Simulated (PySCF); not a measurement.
# [Er(H2O)4]3+: how settings move a single point

Aim: repeat the single point on relaxed [Er(H2O)4]3+ with altered settings, some of them bad on purpose. The structure is generated, not taken from experiment.

Computed with PySCF 2.14.0. Level: TPSS, Er lcecp-1-SVP with ECP57, O def2-SVP, H def2-SVP; scalar-relativistic core potentials, no spin–orbit coupling.

2 further runs of the same task are left out: 1 for a known fault of the program, 1 set aside as unsound or not needed.

## 1. The starting structure

13 atoms, charge 3, spin multiplicity 1.

Bond lengths: Er1–O2 2.256 Å, Er1–O5 2.256 Å, Er1–O8 2.256 Å, Er1–O11 2.256 Å, O2–H3 0.994 Å, O2–H4 0.994 Å, O5–H6 0.994 Å, O5–H7 0.994 Å, O8–H9 0.994 Å, O8–H10 0.994 Å, O11–H12 0.994 Å, O11–H13 0.994 Å. Angles: O2–Er1–O5 110.7°, O2–Er1–O8 107.0°, O2–Er1–O11 110.7°, O5–Er1–O8 110.7°, O5–Er1–O11 107.0°, O8–Er1–O11 110.7°, Er1–O2–H3 128.2°, Er1–O2–H4 128.3°, H3–O2–H4 103.5°, Er1–O5–H6 128.3°, Er1–O5–H7 128.2°, H6–O5–H7 103.5°, Er1–O8–H9 128.3°, Er1–O8–H10 128.2°, H9–O8–H10 103.5°, Er1–O11–H12 128.2°, Er1–O11–H13 128.3°, H12–O11–H13 103.5°.

Geometry (Å):

```
atom     x (Å)     y (Å)     z (Å)
 Er1   0.00003   0.00000   0.00000
  O2   1.34183   1.31632   1.24811
  H3   2.15416   1.05754   1.75947
  H4   1.26738   2.29431   1.41134
  O5  -1.34175  -1.24816   1.31631
  H6  -1.26729  -1.41137   2.29434
  H7  -2.15434  -1.75923   1.05754
  O8   1.34183  -1.31632  -1.24811
  H9   1.26738  -2.29431  -1.41134
 H10   2.15416  -1.05754  -1.75947
 O11  -1.34175   1.24816  -1.31631
 H12  -2.15434   1.75923  -1.05754
 H13  -1.26729   1.41137  -2.29434
```

Formal oxidation states: Er +3. Each metal's 11 4f electrons lie in its core potential, so multiplicities, spins and levels count the valence alone. An earlier session relaxed this geometry at TPSS, Er lcecp-1-SVP with ECP57, O def2-SVP, H def2-SVP (singlet, point group D2).

The sound run used a (50, 194) grid (finer on f atoms), a threshold of 1e-8 and at most 55 cycles, and ended at -342.777582 Eh.

## 2. Altered run 1

Contents of run.py (the lines that set the calculation):

```python
mol = gto.M(atom='''
Er     0.00002     0.00000     0.00000
O      1.26132     1.23734     1.17322
H      2.02491     0.99409     1.65391
H      1.19133     2.15665     1.32666
O     -1.26125    -1.17327     1.23733
H     -1.19125    -1.32669     2.15668
H     -2.02508    -1.65368     0.99409
O      1.26132    -1.23734    -1.17322
H      1.19133    -2.15665    -1.32666
H      2.02491    -0.99409    -1.65391
O     -1.26125     1.17327    -1.23733
H     -2.02508     1.65368    -0.99409
H     -1.19125     1.32669    -2.15668''',
    basis={'Er': 'lcecp-1-SVP', 'O': 'def2-SVP', 'H': 'def2-SVP'},
    ecp={'Er': 'lcecp-1-SVP'},
    charge=3, spin=0)
mf = dft.RKS(mol, xc='TPSS')
mf.grids.atom_grid = (50, 194)  # f atoms: unpruned, at least (60, 302)
mf = mf.density_fit()  # fitting sets: Er AutoAux, O def2-universal-JKFIT, H def2-universal-JKFIT
mf.conv_tol = 1e-08; mf.max_cycle = 55
mf.kernel(dm0)  # dm0: free metal ions and neutral atoms
```

On the command line:

```console
OMP_NUM_THREADS=2 python run.py
```

The log of the run:

```text
init E= -334.274059780662
  HOMO = -1.27599889642593  LUMO = -0.765355297079684  gap/eV = 13.89532
cycle= 1 E= -340.743125872159  delta_E= -6.47  |g|= 3.35  |ddm|= 3.74
  HOMO = -0.524641096887732  LUMO = -0.486705264760424  gap/eV = 1.03229
cycle= 2 E= -333.867562509478  delta_E= 6.88  |g|= 6.04  |ddm|= 6.02
  HOMO = -0.882400996177764  LUMO = -0.504739096183414  gap/eV = 10.27670
cycle= 3 E= -342.607259928167  delta_E= -8.74  |g|= 0.654  |ddm|= 5.09
  HOMO = -0.887827362994885  LUMO = -0.614347503002224  gap/eV = 7.44177
cycle= 4 E= -342.725005996794  delta_E= -0.118  |g|= 0.185  |ddm|= 1.12
  HOMO = -0.866447265455505  LUMO = -0.572787711377406  gap/eV = 7.99088
cycle= 5 E= -342.732951171643  delta_E= -0.00795  |g|= 0.0116  |ddm|= 0.201
  HOMO = -0.866926195236723  LUMO = -0.57330778892999  gap/eV = 7.98976
cycle= 6 E= -342.732973292689  delta_E= -2.21e-05  |g|= 0.00213  |ddm|= 0.00864
  HOMO = -0.867150540146805  LUMO = -0.573846056656484  gap/eV = 7.98122
cycle= 7 E= -342.732974411812  delta_E= -1.12e-06  |g|= 0.000166  |ddm|= 0.0034
  HOMO = -0.867128351128177  LUMO = -0.573821127836615  gap/eV = 7.98130
cycle= 8 E= -342.732974412665  delta_E= -8.53e-10  |g|= 0.000158  |ddm|= 0.000192
  HOMO = -0.867137872781242  LUMO = -0.573819184197322  gap/eV = 7.98161
cycle= 9 E= -342.732974417199  delta_E= -4.53e-09  |g|= 1.47e-05  |ddm|= 0.000102
  HOMO = -0.867137220869344  LUMO = -0.573820510156104  gap/eV = 7.98155
Extra cycle  E= -342.732974417162  delta_E= 3.72e-11  |g|= 2.04e-05  |ddm|= 2.23e-05
converged SCF energy = -342.732974417162
```

Run time: 18 s. Hardware: 2 threads of Arm Neoverse N1, shared host.

Changed: the scale of all coordinates (0.94). It converges in 9 cycles, +1.214 eV from the sound run, with a largest force component of 3.25 eV/Å. The setting is unsound, so these numbers aren't the compound's.

## 3. Altered run 2

Contents of run.py (the lines that set the calculation):

```python
mol = gto.M(atom='''
Er     0.00003     0.00000     0.00000
O      1.34183     1.31632     1.24811
H      2.15416     1.05754     1.75947
H      1.26738     2.29431     1.41134
O     -1.34175    -1.24816     1.31631
H     -1.26729    -1.41137     2.29434
H     -2.15434    -1.75923     1.05754
O      1.34183    -1.31632    -1.24811
H      1.26738    -2.29431    -1.41134
H      2.15416    -1.05754    -1.75947
O     -1.34175     1.24816    -1.31631
H     -2.15434     1.75923    -1.05754
H     -1.26729     1.41137    -2.29434''',
    basis={'Er': 'lcecp-1-SVP', 'O': 'def2-SVP', 'H': 'def2-SVP'},
    ecp={'Er': 'lcecp-1-SVP'},
    charge=3, spin=0)
mf = dft.RKS(mol, xc='TPSS')
mf.grids.atom_grid = (50, 194)  # f atoms: unpruned, at least (60, 302)
mf = mf.density_fit()  # fitting sets: Er AutoAux, O def2-universal-JKFIT, H def2-universal-JKFIT
mf.conv_tol = 1e-08; mf.max_cycle = 55
mf.kernel(dm0)  # dm0: smeared density
```

On the command line:

```console
OMP_NUM_THREADS=2 python run.py
```

The log of the run:

```text
init E= -342.752337433257
  HOMO = -0.833520446639774  LUMO = -0.576377477015202  gap/eV = 6.99722
cycle= 1 E= -342.777248222929  delta_E= -0.0249  |g|= 0.0354  |ddm|= 0.0558
  HOMO = -0.828363728074745  LUMO = -0.585284609471899  gap/eV = 6.61452
cycle= 2 E= -342.776678037295  delta_E= 0.00057  |g|= 0.0652  |ddm|= 0.0902
  HOMO = -0.832740554595649  LUMO = -0.58234354514176  gap/eV = 6.81365
cycle= 3 E= -342.777574057734  delta_E= -0.000896  |g|= 0.00538  |ddm|= 0.0476
  HOMO = -0.832229197198386  LUMO = -0.580953642546134  gap/eV = 6.83756
cycle= 4 E= -342.777582296889  delta_E= -8.24e-06  |g|= 0.000374  |ddm|= 0.00731
  HOMO = -0.832252096513786  LUMO = -0.580949367220775  gap/eV = 6.83830
cycle= 5 E= -342.777582321602  delta_E= -2.47e-08  |g|= 5.21e-05  |ddm|= 0.000288
  HOMO = -0.832254466388036  LUMO = -0.580954326386058  gap/eV = 6.83823
cycle= 6 E= -342.777582321956  delta_E= -3.54e-10  |g|= 3.15e-05  |ddm|= 6.12e-05
  HOMO = -0.832251014199825  LUMO = -0.580954324722773  gap/eV = 6.83813
Extra cycle  E= -342.777582321462  delta_E= 4.94e-10  |g|= 6.01e-05  |ddm|= 5.53e-05
converged SCF energy = -342.777582321462
```

Run time: 15 s. Hardware: 2 threads of Arm Neoverse N1, shared host.

Changed: the starting guess (smeared density). It converges in 6 cycles, at the sound run's energy within 0.001 eV, with a largest force component of 0.01 eV/Å. The result survives the change.

## 4. Altered run 3

run.py (the lines that set the calculation): that of step 3 with these lines changed.

```diff
@@ -8,3 +8,3 @@
 H     -2.15434    -1.75923     1.05754
-O      1.34183    -1.31632    -1.24811
+O      0.65419    -0.64174    -0.60848
 H      1.26738    -2.29431    -1.41134
@@ -20,3 +20,3 @@
 mf = mf.density_fit()  # fitting sets: Er AutoAux, O def2-universal-JKFIT, H def2-universal-JKFIT
-mf.conv_tol = 1e-08; mf.max_cycle = 55
-mf.kernel(dm0)  # dm0: smeared density
+mf.conv_tol = 1e-08; mf.max_cycle = 89
+mf.kernel(dm0)  # dm0: free metal ions and neutral atoms
```

On the command line:

```console
OMP_NUM_THREADS=2 python run.py
```

The log of the run:

```text
init E= -333.833475276877
  HOMO = -1.15866888648653  LUMO = -0.817520920406125  gap/eV = 9.28311
cycle= 1 E= -338.398906232686  delta_E= -4.57  |g|= 3.59  |ddm|=  4.9
  HOMO = -0.368670151085298  LUMO = -0.356654289788408  gap/eV = 0.32697
cycle= 2 E= -327.140220775189  delta_E= 11.3  |g|= 6.68  |ddm|= 10.4
  HOMO = -0.765887251516958  LUMO = -0.63005383924914  gap/eV = 3.69622
cycle= 3 E= -340.422168665826  delta_E= -13.3  |g|=  1.4  |ddm|= 9.52
  HOMO = -0.757588365691097  LUMO = -0.755515715558579  gap/eV = 0.05640
cycle= 4 E= -338.866372753384  delta_E= 1.56  |g|= 2.26  |ddm|= 3.69
  HOMO = -0.746297955304353  LUMO = -0.738359765156611  gap/eV = 0.21601
cycle= 5 E= -340.780174697226  delta_E= -1.91  |g|= 1.23  |ddm|= 3.22
  HOMO = -0.781951397869317  LUMO = -0.729841684317613  gap/eV = 1.41798
cycle= 6 E= -341.140744305017  delta_E= -0.361  |g|= 0.485  |ddm|= 1.98
  HOMO = -0.802799196510414  LUMO = -0.777111678337615  gap/eV = 0.69899
cycle= 7 E= -340.695238552382  delta_E= 0.446  |g|= 1.29  |ddm|= 1.97
  HOMO = -0.810848550669068  LUMO = -0.777163798649024  gap/eV = 0.91661
cycle= 8 E= -341.178457689079  delta_E= -0.483  |g|= 0.256  |ddm|= 1.71
  HOMO = -0.815598467224865  LUMO = -0.769106702083747  gap/eV = 1.26511
cycle= 9 E= -341.184913310464  delta_E= -0.00646  |g|= 0.255  |ddm|= 0.69
  HOMO = -0.816181467838186  LUMO = -0.782068793232391  gap/eV = 0.92825
cycle= 10 E= -341.14894188263  delta_E= 0.036  |g|= 0.314  |ddm|= 0.85
  HOMO = -0.816737597155531  LUMO = -0.785727990866484  gap/eV = 0.84381
cycle= 11 E= -341.199620684575  delta_E= -0.0507  |g|= 0.075  |ddm|= 0.789
  HOMO = -0.822701041245784  LUMO = -0.784639937111695  gap/eV = 1.03570
cycle= 12 E= -341.202355382258  delta_E= -0.00273  |g|= 0.0113  |ddm|= 0.193
  HOMO = -0.821525358145494  LUMO = -0.785116434733151  gap/eV = 0.99074
cycle= 13 E= -341.202404083751  delta_E= -4.87e-05  |g|= 0.00485  |ddm|= 0.0245
  HOMO = -0.821405952594764  LUMO = -0.784961533610534  gap/eV = 0.99170
cycle= 14 E= -341.202407620235  delta_E= -3.54e-06  |g|= 0.00308  |ddm|= 0.00504
  HOMO = -0.821456315538926  LUMO = -0.784988158679955  gap/eV = 0.99235
cycle= 15 E= -341.202412093338  delta_E= -4.47e-06  |g|= 0.00112  |ddm|= 0.0044
  HOMO = -0.821469119495685  LUMO = -0.78500109329817  gap/eV = 0.99235
cycle= 16 E= -341.202412778871  delta_E= -6.86e-07  |g|= 0.000238  |ddm|= 0.00262
  HOMO = -0.821452129503544  LUMO = -0.785000383342037  gap/eV = 0.99190
cycle= 17 E= -341.202412796798  delta_E= -1.79e-08  |g|= 6.26e-05  |ddm|= 0.000387
  HOMO = -0.821447922092731  LUMO = -0.78499949636452  gap/eV = 0.99181
cycle= 18 E= -341.202412798596  delta_E= -1.8e-09  |g|= 2.1e-05  |ddm|= 0.000111
  HOMO = -0.82144493522254  LUMO = -0.7849993768024  gap/eV = 0.99173
Extra cycle  E= -341.20241279345  delta_E= 5.15e-09  |g|= 0.000114  |ddm|= 0.000236
converged SCF energy = -341.20241279345
```

It took 27 s on 2 threads of Arm Neoverse N1, shared host.

Changed: one atom's place (atom 8 put 1.1 Å from the metal); the cycle limit is 89. It converges in 18 cycles, +42.863 eV from the sound run, with a largest force component of 91.73 eV/Å. The setting is unsound, so these numbers aren't the compound's.

## 5. Altered run 4

run.py (the lines that set the calculation): that of step 4 with these lines changed.

```diff
@@ -8,3 +8,3 @@
 H     -2.15434    -1.75923     1.05754
-O      0.65419    -0.64174    -0.60848
+O      1.34183    -1.31632    -1.24811
 H      1.26738    -2.29431    -1.41134
@@ -18,5 +18,5 @@
 mf = dft.RKS(mol, xc='TPSS')
-mf.grids.atom_grid = (50, 194)  # f atoms: unpruned, at least (60, 302)
+mf.grids.atom_grid = (40, 110)  # f atoms: unpruned
 mf = mf.density_fit()  # fitting sets: Er AutoAux, O def2-universal-JKFIT, H def2-universal-JKFIT
-mf.conv_tol = 1e-08; mf.max_cycle = 89
+mf.conv_tol = 1e-08; mf.max_cycle = 55
 mf.kernel(dm0)  # dm0: free metal ions and neutral atoms
```

On the command line:

```console
OMP_NUM_THREADS=2 python run.py
```

The log of the run:

```text
init E= -334.009261012808
  HOMO = -1.22479100944461  LUMO = -0.738731949512144  gap/eV = 13.22634
cycle= 1 E= -340.666173830741  delta_E= -6.66  |g|= 3.39  |ddm|= 3.55
  HOMO = -0.503604217268635  LUMO = -0.495124484364842  gap/eV = 0.23075
cycle= 2 E= -329.609157675185  delta_E= 11.1  |g|= 6.77  |ddm|= 6.78
  HOMO = -0.831697533434886  LUMO = -0.488113537905491  gap/eV = 9.34940
cycle= 3 E= -342.575064471294  delta_E=  -13  |g|= 0.79  |ddm|= 6.05
  HOMO = -0.856341821060946  LUMO = -0.622934660731323  gap/eV = 6.35133
cycle= 4 E= -342.763708445  delta_E= -0.189  |g|= 0.222  |ddm|= 1.42
  HOMO = -0.831773158735407  LUMO = -0.579058952945341  gap/eV = 6.87670
cycle= 5 E= -342.774696721875  delta_E= -0.011  |g|= 0.0207  |ddm|= 0.219
  HOMO = -0.832101353483638  LUMO = -0.580189347606839  gap/eV = 6.85487
cycle= 6 E= -342.774775205328  delta_E= -7.85e-05  |g|= 0.00316  |ddm|= 0.014
  HOMO = -0.832367991244536  LUMO = -0.58100218832306  gap/eV = 6.84001
cycle= 7 E= -342.774777949284  delta_E= -2.74e-06  |g|= 0.00047  |ddm|= 0.00505
  HOMO = -0.832310431962962  LUMO = -0.580953861496241  gap/eV = 6.83976
cycle= 8 E= -342.774777987485  delta_E= -3.82e-08  |g|= 0.000126  |ddm|= 0.000291
  HOMO = -0.832314561982982  LUMO = -0.580955903456693  gap/eV = 6.83982
cycle= 9 E= -342.77477799006  delta_E= -2.57e-09  |g|= 5.16e-05  |ddm|= 9.75e-05
  HOMO = -0.832307451152514  LUMO = -0.580961397409603  gap/eV = 6.83947
Extra cycle  E= -342.774777988788  delta_E= 1.27e-09  |g|= 9.7e-05  |ddm|= 9.63e-05
converged SCF energy = -342.774777988788
```

Wall time 12 s (2 threads of Arm Neoverse N1, shared host).

Changed: the integration grid, to (40, 110). It converges in 9 cycles, +0.076 eV from the sound run, with a largest force component of 0.09 eV/Å. The setting is unsound, so these numbers aren't the compound's.

## 6. Altered run 5

run.py (the lines that set the calculation): that of step 5 with these lines changed.

```diff
@@ -18,5 +18,5 @@
 mf = dft.RKS(mol, xc='TPSS')
-mf.grids.atom_grid = (40, 110)  # f atoms: unpruned
+mf.grids.atom_grid = (50, 194)  # f atoms: unpruned, at least (60, 302)
 mf = mf.density_fit()  # fitting sets: Er AutoAux, O def2-universal-JKFIT, H def2-universal-JKFIT
-mf.conv_tol = 1e-08; mf.max_cycle = 55
+mf.conv_tol = 1e-06; mf.max_cycle = 55
 mf.kernel(dm0)  # dm0: free metal ions and neutral atoms
```

On the command line:

```console
OMP_NUM_THREADS=2 python run.py
```

The log of the run:

```text
init E= -334.011968804776
  HOMO = -1.22513227442037  LUMO = -0.738780721545855  gap/eV = 13.23430
cycle= 1 E= -340.666029654531  delta_E= -6.65  |g|= 3.39  |ddm|= 3.56
  HOMO = -0.503465983227308  LUMO = -0.495107471282955  gap/eV = 0.22745
cycle= 2 E= -329.584109639606  delta_E= 11.1  |g|= 6.77  |ddm|= 6.79
  HOMO = -0.831897690229137  LUMO = -0.488249826321816  gap/eV = 9.35113
cycle= 3 E= -342.577148463265  delta_E=  -13  |g|= 0.791  |ddm|= 6.06
  HOMO = -0.856377533901964  LUMO = -0.623044602137207  gap/eV = 6.34931
cycle= 4 E= -342.766449612777  delta_E= -0.189  |g|= 0.223  |ddm|= 1.43
  HOMO = -0.83168630962126  LUMO = -0.579046420256244  gap/eV = 6.87468
cycle= 5 E= -342.777501461584  delta_E= -0.0111  |g|= 0.0207  |ddm|= 0.22
  HOMO = -0.832039548032353  LUMO = -0.58019406273077  gap/eV = 6.85306
cycle= 6 E= -342.777579577233  delta_E= -7.81e-05  |g|= 0.00316  |ddm|= 0.014
  HOMO = -0.832306974367476  LUMO = -0.580997186940493  gap/eV = 6.83849
cycle= 7 E= -342.777582281297  delta_E= -2.7e-06  |g|= 0.000467  |ddm|= 0.005
  HOMO = -0.83224956497108  LUMO = -0.580948906054349  gap/eV = 6.83824
cycle= 8 E= -342.777582319005  delta_E= -3.77e-08  |g|= 0.000127  |ddm|= 0.000288
  HOMO = -0.832232823984838  LUMO = -0.580958319212909  gap/eV = 6.83753
Extra cycle  E= -342.777582311378  delta_E= 7.63e-09  |g|= 0.000238  |ddm|= 0.00023
converged SCF energy = -342.777582311378
```

Run time: 16 s. Hardware: 2 threads of Arm Neoverse N1, shared host.

Changed: the SCF threshold (1e-06). It converges in 8 cycles, at the sound run's energy within 0.001 eV, with a largest force component of 0.00 eV/Å. The result survives the change.

## 7. Altered run 6

run.py (the lines that set the calculation): that of step 6 with these lines changed.

```diff
@@ -18,5 +18,5 @@
 mf = dft.RKS(mol, xc='TPSS')
-mf.grids.atom_grid = (50, 194)  # f atoms: unpruned, at least (60, 302)
+mf.grids.atom_grid = (10, 14)  # f atoms: unpruned
 mf = mf.density_fit()  # fitting sets: Er AutoAux, O def2-universal-JKFIT, H def2-universal-JKFIT
-mf.conv_tol = 1e-06; mf.max_cycle = 55
+mf.conv_tol = 1e-08; mf.max_cycle = 55
 mf.kernel(dm0)  # dm0: free metal ions and neutral atoms
```

On the command line:

```console
OMP_NUM_THREADS=2 python run.py
```

The log of the run:

```text
init E= -334.897275063966
  HOMO = -1.21537601197869  LUMO = -0.747703056340445  gap/eV = 12.72603
cycle= 1 E= -341.729004207459  delta_E= -6.83  |g|= 3.57  |ddm|= 3.69
  HOMO = -0.500516927874345  LUMO = -0.49821287532159  gap/eV = 0.06270
cycle= 2 E= -331.175850613397  delta_E= 10.6  |g|= 6.59  |ddm|= 6.84
  HOMO = -0.815642078979369  LUMO = -0.508239073504747  gap/eV = 8.36486
cycle= 3 E= -343.878655717705  delta_E= -12.7  |g|= 0.818  |ddm|= 6.13
  HOMO = -0.815097249963262  LUMO = -0.628816911394485  gap/eV = 5.06895
cycle= 4 E= -344.066445012073  delta_E= -0.188  |g|= 0.227  |ddm|= 1.26
  HOMO = -0.790275462603792  LUMO = -0.594158346547346  gap/eV = 5.33662
cycle= 5 E= -344.076644252405  delta_E= -0.0102  |g|= 0.0277  |ddm|= 0.17
  HOMO = -0.790615034834217  LUMO = -0.595493964120096  gap/eV = 5.30951
cycle= 6 E= -344.076803175393  delta_E= -0.000159  |g|= 0.00357  |ddm|= 0.0207
  HOMO = -0.79075151971401  LUMO = -0.595870500348854  gap/eV = 5.30298
cycle= 7 E= -344.076806126343  delta_E= -2.95e-06  |g|= 0.000624  |ddm|= 0.00478
  HOMO = -0.790659399048462  LUMO = -0.59582052649618  gap/eV = 5.30184
cycle= 8 E= -344.076806213567  delta_E= -8.72e-08  |g|= 0.00016  |ddm|= 0.000662
  HOMO = -0.79067050060612  LUMO = -0.595833369902858  gap/eV = 5.30179
cycle= 9 E= -344.076806215594  delta_E= -2.03e-09  |g|= 0.000143  |ddm|= 0.00019
  HOMO = -0.790676531048518  LUMO = -0.595837400040665  gap/eV = 5.30184
cycle= 10 E= -344.076806219482  delta_E= -3.89e-09  |g|= 1.78e-05  |ddm|= 9.74e-05
  HOMO = -0.790681330398031  LUMO = -0.595838207784716  gap/eV = 5.30195
Extra cycle  E= -344.076806219409  delta_E= 7.39e-11  |g|= 2.71e-05  |ddm|= 2.85e-05
converged SCF energy = -344.076806219409
```

It took 8.5 s on 2 threads of Arm Neoverse N1, shared host.

Changed: the integration grid, to (10, 14). It converges in 10 cycles, -35.354 eV from the sound run, with a largest force component of 33.15 eV/Å. The setting is unsound, so these numbers aren't the compound's.

## 8. Side by side

| run | changed | ending | energy change (eV) | cycles | time | usable |
| --- | --- | --- | --- | --- | --- | --- |
| 1 | the scale of all coordinates | converged | +1.214 | 9 | 18 s | no |
| 2 | the starting guess | converged | 0.000 | 6 | 15 s | yes |
| 3 | one atom's place | converged | +42.863 | 18 | 27 s | no |
| 4 | the integration grid | converged | +0.076 | 9 | 12 s | no |
| 5 | the SCF threshold | converged | 0.000 | 8 | 16 s | yes |
| 6 | the integration grid | converged | -35.354 | 10 | 8.5 s | no |

2 of 6 altered runs give a usable result. 4 ended normally with numbers unfit to quote.
